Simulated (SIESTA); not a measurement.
NiMoIrPdW:

```xyz
5
Lattice="2.7662 0.0000 0.0000 -1.3831 2.3956 0.0000 0.0000 0.0000 11.0229" Properties=species:S:1:pos:R:3 pbc="T T T"
Ni    0.0000    1.5971    6.5820
Mo    0.0000    0.0000    4.5276
Pd    1.3831    0.7985    8.7654
Ir    1.3831    0.7985    2.2002
W     0.0000    1.5971   10.9936
```

The cell was built by a generator and needn't be a form met in nature.

Program: SIESTA 5.4.2. Alike in all runs: task band structure; level PBE; spin collinear, ferromagnetic start; cell as given; k mesh 11 × 11 × 3; smearing fermi-dirac 0.05 eV; grid cutoff 800 Ry; energy shift 0.003 Ry.

Question: Order these runs on this cell by their pressure, lowest first.
A. potentials or basis PseudoDojo 0.4 standard (PBE files), TZP (energy shift 0.003 Ry; two zetas on semicore shells)
B. potentials or basis PseudoDojo 0.4 standard (PBE files), DZ (energy shift 0.003 Ry; two zetas on semicore shells)
C. potentials or basis PseudoDojo 0.4 standard (PBE files), SZ (energy shift 0.003 Ry)

Answer: B (-0.8 GPa), A (1.5 GPa), C (4.1 GPa).

Caveats: short orbitals over semicore shells can move pressures by several GPa; the basis of atomic orbitals isn't converged, which shifts pressures, moduli and gaps; the basis has no polarisation orbitals (some runs).
